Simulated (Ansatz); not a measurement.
# CH4BNO2: a ladder of functionals and wavefunction methods

One table from this session's results is given with a row withheld; the runs are named, their logs left out.

Program: Ansatz 0.2.0, Gaussian basis. Level of theory: functionals in def2-TZVPP, the program's frozen cores in correlated methods. These are calculated values, not measurements.

The runs, in order: LDA (SPW92), PBE-D4, revPBE-D4, BLYP-D4, r2SCAN-D4, B97M-V, PBE0-D4, B3LYP-D4, r2SCANh-D4, r2SCAN0-D4, HSE06-D4, BHLYP-D4, CAM-B3LYP-D4, LC-ωPBE, ωB97X-V, ωB97M-V, B2PLYP, PBE-QIDH; CCSD(T)/def2-SVP; CCSD(T)/def2-TZVPP; MP2/def2-QZVPP; extrapolation to the limit; RPA on PBE.

## Structure used throughout

All runs share one geometry, relaxed beforehand with PBE0-D4 in a triple-zeta def2 set.

SMILES `NB(O)C=O`, 9 atoms, charge 0, spin multiplicity 1.

Atoms are counted from 1 here; the program's logs count them from 0.

Bond lengths: N1–B2 1.394 Å, N1–H6 1.004 Å, N1–H7 1.008 Å, B2–O3 1.366 Å, B2–C4 1.605 Å, O3–H8 0.959 Å, C4–O5 1.211 Å, C4–H9 1.115 Å. Angles: B2–N1–H6 126.7°, B2–N1–H7 118.4°, H6–N1–H7 114.8°, N1–B2–O3 127.1°, N1–B2–C4 116.4°, O3–B2–C4 116.5°, B2–O3–H8 115.3°, B2–C4–O5 121.9°, B2–C4–H9 119.0°, O5–C4–H9 119.0°.

The first run:

Input file in.yaml:

```yaml
crystal:
  periodic: [false, false, false]
  atoms:
    - {symbol: N, position_ang: [0.857712, 0.125255, -0.929397]}
    - {symbol: B, position_ang: [-0.001957, -0.310328, 0.077212]}
    - {symbol: O, position_ang: [-0.163096, -1.589792, 0.526996]}
    - {symbol: C, position_ang: [-0.900733, 0.815689, 0.784906]}
    - {symbol: O, position_ang: [-0.838622, 1.980782, 0.462217]}
    - {symbol: H, position_ang: [1.484994, -0.442153, -1.470722]}
    - {symbol: H, position_ang: [0.870757, 1.106549, -1.157650]}
    - {symbol: H, position_ang: [0.382258, -2.248407, 0.091777]}
    - {symbol: H, position_ang: [-1.602814, 0.516105, 1.597562]}
basis:
  gaussian: {orbitals: def2-TZVPP}
hamiltonian: {xc: lda}
output: {orbitals: {seedname: orbitals}}
```

Steps of the session up to this table: LDA; PBE-D4 (GGA); revPBE-D4 (GGA); BLYP-D4 (GGA); r2SCAN-D4 (meta-GGA); B97M-V (meta-GGA); PBE0-D4 (hybrid); B3LYP-D4 (hybrid); r2SCANh-D4 (hybrid); r2SCAN0-D4 (hybrid); HSE06-D4 (hybrid); BHLYP-D4 (hybrid); CAM-B3LYP-D4 (range-separated); LC-ωPBE (range-separated); ωB97X-V (range-separated); ωB97M-V (range-separated); B2PLYP (double hybrid); PBE-QIDH (double hybrid).

One of the session's tables, all rows but one given; the rest of the session is left out.

It belongs to the step «Frontier levels by functional». 

```
  functional  HOMO (eV)  gap (eV)
 LDA (SPW92)      -5.43      2.61
      PBE-D4      -5.30      2.75
   revPBE-D4      -5.24      2.79
     BLYP-D4      -5.24      2.82
   r2SCAN-D4      -5.60      3.21
      B97M-V      -5.77      3.47
     PBE0-D4      -6.91      5.45
    B3LYP-D4      -6.69      4.97
  r2SCANh-D4      -6.21      4.23
  r2SCAN0-D4      -7.12      5.75
    HSE06-D4      -6.50      4.65
    BHLYP-D4      -8.50      8.22
CAM-B3LYP-D4          ?         ?
     LC-ωPBE      -9.69     10.71
     ωB97X-V      -9.39     10.31
     ωB97M-V      -9.31     10.14
```

**Question.** Estimate the row for CAM-B3LYP-D4.

The run gave: HOMO (eV): -8.40; gap (eV): 8.15. In the column «HOMO (eV)» it lies between BHLYP-D4 (-8.50) and r2SCAN0-D4 (-7.12).
